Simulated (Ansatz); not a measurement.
Born–Oppenheimer molecular dynamics of a periodic cell of 16 atoms, Li (start crystal Li, start structure bcc, volume 1.1 times the crystal's). It starts from a structure without forces on its atoms.

Level of theory: DFT LDA, scalar-relativistic, plane waves, PAW (Ansatz). Settings: cutoff 420 eV, k mesh 3x3x3, fermi-dirac smearing 0.1 eV, no spin polarisation.

```
ensemble        : NVT, Langevin thermostat
time step       : 1.5 fs
steps asked     : 250
set temperature : 900 K
friction        : 0.02 /fs
seed            : 356573
```

First frame:

```xyz
16
Lattice="7.2053 0.0000 0.0000 0.0000 7.2053 0.0000 0.0000 0.0000 7.2053" Properties=species:S:1:pos:R:3
Li 0.000 0.000 0.000
Li 3.603 0.000 0.000
Li 0.000 3.603 0.000
Li 0.000 0.000 3.603
Li 1.801 1.801 1.801
Li 3.603 3.603 0.000
Li 3.603 0.000 3.603
Li 5.404 1.801 1.801
Li 0.000 3.603 3.603
Li 1.801 5.404 1.801
Li 1.801 1.801 5.404
Li 3.603 3.603 3.603
Li 5.404 5.404 1.801
Li 5.404 1.801 5.404
Li 1.801 5.404 5.404
Li 5.404 5.404 5.404
```

Problem. What does the run give?

Solution. The run went to its last step.

| Property | Result |
| --- | --- |
| steps done | 250 |
| time covered | 375 fs |
| mean temperature over the second half | 871 K |
| spread of the potential energy over the second half | 16.6 meV per atom |
| mean potential energy of the second half above the start | 131.8 meV per atom |

A run of 0.38 ps of so small a system gives no equilibrium averages. Limits of this set-up: coarse k mesh.

Problem. What happens to the structure?

Solution. Mean squared displacements from the first frame to the last, about the centre of mass: Li 0.64 Å². The details hang on the random start.

Problem. How do temperature and energy run in time?

Solution. 
```csv
time (fs),T (K),potential energy less start (eV)
0.0,844,0.000
30.0,522,1.012
60.0,794,1.573
90.0,939,1.432
120.0,816,1.756
150.0,720,1.822
180.0,921,1.551
210.0,897,2.247
240.0,818,2.196
270.0,1113,1.761
300.0,1160,1.924
330.0,920,2.425
360.0,709,1.963
```

The run took 25 min on 2 threads of Arm Neoverse V1, with other jobs on the host, peak memory 0.73 GiB.
